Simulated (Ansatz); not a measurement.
# EuGaPt: the cost of one run

Program: Ansatz 0.2.0. Level of theory: DFT PBEsol, scalar-relativistic, plane waves, PAW. These are calculated values, not measurements.

### Step 1. The system as given

It takes space group Pnma (No. 62, orthorhombic). The conventional cell has a = 7.248 Å, b = 4.515 Å, c = 7.724 Å, α = 90.00°, β = 90.00°, γ = 90.00°. Eu (site symmetry m) has 5 Pt at 3.03 to 3.26 Å and 6 Ga at 3.17 to 3.36 Å in its first shell of neighbours. Around Ga (site symmetry m) lie 4 Pt at 2.66 to 2.67 Å. Pt (site symmetry m) is surrounded by 4 Ga at 2.66 to 2.67 Å and 3 Eu at 3.03 to 3.09 Å.

As a file:

```
Eu Ga Pt
1.0
     7.24846    0.00000    0.00000
     0.00000    4.51512    0.00000
     0.00000    0.00000    7.72409
Eu Ga Pt
4 4 4
Direct
  0.98396 0.25000 0.68848
  0.48396 0.25000 0.81152
  0.01604 0.75000 0.31152
  0.51604 0.75000 0.18848
  0.33699 0.25000 0.42433
  0.83699 0.25000 0.07567
  0.66301 0.75000 0.57567
  0.16301 0.75000 0.92433
  0.20454 0.25000 0.10273
  0.70454 0.25000 0.39727
  0.79546 0.75000 0.89727
  0.29546 0.75000 0.60273
```

Starting moments: Eu 7.00 μB.

### Step 2. At the starting volume (PBEsol, 4×4×4 mesh)

The input, input.yaml:

```yaml
crystal:
  lattice:
    - [7.24845713, 0.0, 0.0]
    - [0.0, 4.51511837, 0.0]
    - [0.0, 0.0, 7.72408789]
  atoms:
    - { symbol: Eu, position: [0.98396205, 0.25, 0.68848264], spin: 7.0 }
    - { symbol: Eu, position: [0.48396205, 0.25, 0.81151736], spin: 7.0 }
    - { symbol: Eu, position: [0.01603795, 0.75, 0.31151736], spin: 7.0 }
    - { symbol: Eu, position: [0.51603795, 0.75, 0.18848264], spin: 7.0 }
    - { symbol: Ga, position: [0.3369934, 0.25, 0.4243307] }
    - { symbol: Ga, position: [0.8369934, 0.25, 0.0756693] }
    - { symbol: Ga, position: [0.6630066, 0.75, 0.5756693] }
    - { symbol: Ga, position: [0.1630066, 0.75, 0.9243307] }
    - { symbol: Pt, position: [0.20454447, 0.25, 0.10273018] }
    - { symbol: Pt, position: [0.70454447, 0.25, 0.39726982] }
    - { symbol: Pt, position: [0.79545553, 0.75, 0.89726982] }
    - { symbol: Pt, position: [0.29545553, 0.75, 0.60273018] }
basis:
  ecutwfc: 420
kpoints:
  mp_grid: { grid: [4, 4, 4] }
hamiltonian:
  xc: pbesol
scf:
  occupations: { method: gaussian, width: 0.1 }
  lower_state_search: "off"
output:
  forces: true
  stress: true
  eigenvalues: true
  populations: true
  hubbard: { sites: [{ species: Eu, l: f }] }
magnetization:
  spin_polarized: true
```

On the command line:

```bash
$ ansatz run input.yaml --threads 8 --pin off --max-ram 14336MiB --backend cpu --events-out ev --progress --plain --runs-dir out
```

Q: Estimate wall time and peak memory on 8 threads of Arm Neoverse V2, shared host.

About 34 s, with a peak of 2.3 GiB.
